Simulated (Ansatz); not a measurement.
BaZrO3, space group Pm-3m, an optical spectrum

Computed with Ansatz 0.2.0 through its Python package.

`optics_bazro3.py`
```python
"""Independent-particle optical spectrum of BaZrO3."""

import warnings

import ansatz
import numpy as np

SMEARING = "fixed"
MESH = (6, 6, 6)


def main() -> None:
    warnings.simplefilter("ignore", ansatz.DeckWarning)

    system = (
        ansatz.Lattice.cubic(4.19134)
        .space_group(221)
        .atom("Ba", [0.0, 0.0, 0.0])
        .atom("Zr", [0.5, 0.5, 0.5])
        .atom("O", [0.0, 0.5, 0.5])
    )

    setup = (
        system.calculation()
        .occupations(SMEARING)
        .kpoints(*MESH)
        .functional(ansatz.Functional.PBE)
        .optics(energy_step=0.05, nscf_kmesh=(6, 6, 6), broadening_width=0.3, scissors=1.5, spectra_wanted_up_to=6)
    )
    result = setup.run(threads=1)
    spectra = result.optics()
    energy, filling = np.asarray(spectra.photon_energy_ev), spectra.band_filling
    gapped = filling.kind == "insulating"
    eps1 = np.asarray(filling.eps1 if gapped else filling.eps1_interband)[:3].mean(axis=0)
    eps2 = np.asarray(filling.eps2 if gapped else filling.eps2_interband)[:3].mean(axis=0)
    print("filling:", filling.kind, "- valid up to", round(spectra.valid_up_to_ev, 2), "eV,", spectra.n_bands, "bands")
    top = min(12, spectra.valid_up_to_ev)
    # mean of xx, yy and zz; between bands only where the bands are partly filled
    print("E (eV)    eps1      eps2")
    for e in np.arange(0.5, top + 0.01, 0.5):
        print(f"{e:5.1f} {np.interp(e, energy, eps1):9.3f} {np.interp(e, energy, eps2):9.3f}")
    if gapped:
        print("eps_inf, bands beyond those summed included:", np.round(filling.eps_inf[:3], 3))
    print("f-sum electrons:", np.round(filling.get("f_sum_n_eff"), 3))


if __name__ == "__main__":
    main()
```

```console
$ python optics_bazro3.py
filling: insulating - valid up to 9.38 eV, 30 bands
E (eV)    eps1      eps2
  0.5     3.794     0.000
  1.0     3.823     0.000
  1.5     3.872     0.000
  2.0     3.944     0.000
  2.5     4.046     0.000
  3.0     4.184     0.000
  3.5     4.373     0.000
  4.0     4.640     0.000
  4.5     5.058     0.003
  5.0     5.808     0.211
  5.5     6.580     0.987
  6.0     6.978     2.308
  6.5     6.719     3.603
  7.0     6.197     4.881
  7.5     5.328     6.694
  8.0     0.860     6.521
  8.5     1.750     2.983
  9.0     4.119     3.863
eps_inf, bands beyond those summed included: [4.37 4.37 4.37]
f-sum electrons: [17.734 17.734 17.734]
```

Reading the output:
- Spin is left out of this run.
- The empty bands are shifted up by the scissors value typed.
- The structure is a deposited one; some such entries were measured under pressure or heat, so a shift against it needn't be the functional's error alone.
- Independent-particle spectra on Kohn-Sham bands hold no excitons, and semilocal gaps are too small.
- Hardware and time: 64 s on 1 thread of Arm Neoverse N1 (shared host), peak memory 0.57 GiB.
